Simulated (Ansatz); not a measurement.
# CH₆BNSi: how energies converge with the basis set

One table from this session's results is given with a row withheld; the runs are named, their logs left out.

The runs use Ansatz 0.2.0, Gaussian basis; one geometry, several basis sets.

The runs, in order: PBE0-D4/def2-SVP; ωB97M-V/def2-SVP; PBE0-D4/def2-QZVPP; ωB97M-V/def2-QZVPP; the functionals' def2-TZVPP values are taken from earlier runs.

### Structure used throughout

An earlier PBE0-D4 in a triple-zeta def2 set relaxation fixed the geometry.

10 atoms, charge 0, spin multiplicity 1.

Atoms are counted from 1 here; the program's logs count them from 0.

Bond lengths: B1–C2 1.593 Å, B1–Si4 2.033 Å, B1–H5 1.210 Å, B1–H6 1.209 Å, C2–N3 1.299 Å, C2–H7 1.096 Å, N3–Si4 1.853 Å, N3–H8 1.014 Å, Si4–H9 1.494 Å, Si4–H10 1.494 Å. Angles: C2–B1–Si4 80.4°, C2–B1–H5 111.9°, C2–B1–H6 113.1°, Si4–B1–H5 116.5°, Si4–B1–H6 118.1°, H5–B1–H6 112.7°, B1–C2–N3 109.2°, B1–C2–H7 132.0°, N3–C2–H7 118.8°, C2–N3–Si4 95.6°, C2–N3–H8 123.1°, Si4–N3–H8 141.4°, B1–Si4–N3 74.8°, B1–Si4–H9 126.6°, B1–Si4–H10 126.1°, N3–Si4–H9 106.6°, N3–Si4–H10 106.2°, H9–Si4–H10 105.3°.

The first run:

File in.yaml:

```yaml
crystal:
  periodic: [false, false, false]
  atoms:
    - {symbol: B, position_ang: [-0.844077, 0.790582, 0.451842]}
    - {symbol: C, position_ang: [-0.043519, 0.633323, -0.916499]}
    - {symbol: N, position_ang: [0.729987, -0.408208, -0.842978]}
    - {symbol: Si, position_ang: [0.258978, -0.859642, 0.891106]}
    - {symbol: H, position_ang: [-2.033006, 0.620797, 0.301495]}
    - {symbol: H, position_ang: [-0.589816, 1.818157, 1.035686]}
    - {symbol: H, position_ang: [-0.047876, 1.223452, -1.840637]}
    - {symbol: H, position_ang: [1.329873, -0.706871, -1.604323]}
    - {symbol: H, position_ang: [-0.207848, -2.278236, 0.852256]}
    - {symbol: H, position_ang: [1.530304, -0.884657, 1.675054]}
basis:
  gaussian: {orbitals: def2-SVP}
hamiltonian: {xc: pbe0, dispersion: d4}
output: {orbitals: {seedname: orbitals}}
```

Run with:

```console
> ansatz run in.yaml --threads 2 --pin off --events-out ev --progress --plain --max-ram 4352MiB
```

Steps of the session up to this table: PBE0-D4 in def2-SVP; ωB97M-V in def2-SVP; PBE0-D4 in def2-QZVPP; ωB97M-V in def2-QZVPP.

One of the session's tables, all rows but one given; the rest of the session is left out.

It belongs to the step «Functionals by basis». 

```
functional       basis  HOMO (eV)
   PBE0-D4    def2-SVP          ?
   PBE0-D4  def2-TZVPP      -7.08
   PBE0-D4  def2-QZVPP      -7.08
   ωB97M-V    def2-SVP      -9.10
   ωB97M-V  def2-TZVPP      -9.17
   ωB97M-V  def2-QZVPP      -9.18
```

**Question.** Estimate the row for PBE0-D4, def2-SVP.

**Answer.** HOMO (eV): -7.04. In the column «HOMO (eV)» it is the highest.
